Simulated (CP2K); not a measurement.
The system is Bi2Te3 (Tellurobismuthite).

```
CELL_PARAMETERS angstrom
10.47631 0.00000 0.00000
9.55819 4.28883 0.00000
9.55819 2.04614 3.76926
ATOMIC_POSITIONS crystal
Bi 0.60000 0.60000 0.60000
Bi 0.40000 0.40000 0.40000
Te 0.79050 0.79050 0.79050
Te 0.20950 0.20950 0.20950
Te 0.00000 0.00000 0.00000
```

Base run:

| Property | Result |
| --- | --- |
| Program | CP2K 2026.2 |
| Functional | PBEsol |
| Potentials or basis | POTENTIAL_UZH Bi GTH-PBE-q5, Te GTH-PBE-q6; TZVP-MOLOPT-PBE-GTH basis |
| Density cutoff | 6123 eV |
| k mesh | 7 × 7 × 7 |
| Occupations | fermi-dirac, width 0.05 eV |
| Spin | no spin polarisation |

Its results: band gap on the k mesh 0.21 eV, direct; pressure 1.3 GPa; largest force 0.152 eV/Å.

**Question.** The run is repeated on the same cell with these changes: functional from PBEsol to PBE. What comes out?

**Answer.** Band gap on the k mesh 0.27 eV, direct; pressure 2.5 GPa; largest force 0.047 eV/Å.

PBE binds less tightly than PBEsol, so the same cell stands under more pressure.

Caveats: spin-orbit coupling is left out, which as a rule narrows the gap of such compounds by several tenths of an eV; the basis of atomic orbitals isn't converged, which shifts pressures, moduli and gaps; the potentials were made for another functional, which shifts forces and pressure (some runs).
